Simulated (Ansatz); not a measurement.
# AlNi3: the cost of one run

Program: Ansatz 0.2.0. Level of theory: DFT PBE, scalar-relativistic, plane waves, PAW. These are calculated values, not measurements.

## Step 1: The starting structure

The structure is cubic, space group Pm-3m (No. 221). Conventional cell: a = 3.568 Å, b = 3.568 Å, c = 3.568 Å, α = 90.00°, β = 90.00°, γ = 90.00°. Around Al (site symmetry m-3m) lie 12 Ni at 2.52 Å. Ni (site symmetry 4/mmm) is surrounded by 4 Al at 2.52 Å and 8 Ni at 2.52 Å.

Structure file:

```xyz
4
Lattice="3.5680 0.0000 0.0000 0.0000 3.5680 0.0000 0.0000 0.0000 3.5680" Properties=species:S:1:pos:R:3 pbc="T T T"
Al    0.0000    0.0000    0.0000
Ni    0.0000    1.7840    1.7840
Ni    1.7840    0.0000    1.7840
Ni    1.7840    1.7840    0.0000
```

## Step 2: Single point: AlNi3, total moment held at 0.1 μB

input.yaml

```yaml
crystal:
  lattice:
    - [3.568, 0.0, 0.0]
    - [0.0, 3.568, 0.0]
    - [0.0, 0.0, 3.568]
  atoms:
    - { symbol: Al, position: [0.0, 0.0, 0.0] }
    - { symbol: Ni, position: [0.0, 0.5, 0.5], spin: 0.03333333333333 }
    - { symbol: Ni, position: [0.5, 0.0, 0.5], spin: 0.03333333333333 }
    - { symbol: Ni, position: [0.5, 0.5, 0.0], spin: 0.03333333333333 }
magnetization:
  spin_polarized: true
  initial_magnetization: 0.1
  spin_locking: { lock_magnetization: hard }
scf:
  occupations: { method: gaussian, width: 0.03 }
output:
  forces: true
  stress: true
  populations: true
  write_density: true
  write_potential: true
  elf: true
  volumetric_format: npy
hamiltonian:
  xc: pbe
kpoints:
  mp_grid: { grid: [24, 24, 24] }
```

Command:

```
ansatz run input.yaml --threads 4 --pin off --max-ram 8192MiB --backend cpu --events-out ev --progress --plain --runs-dir out
```

Q: Estimate wall time and peak memory on 4 threads of Arm Neoverse V1, shared host.

About 36 s, with a peak of 1.2 GiB.
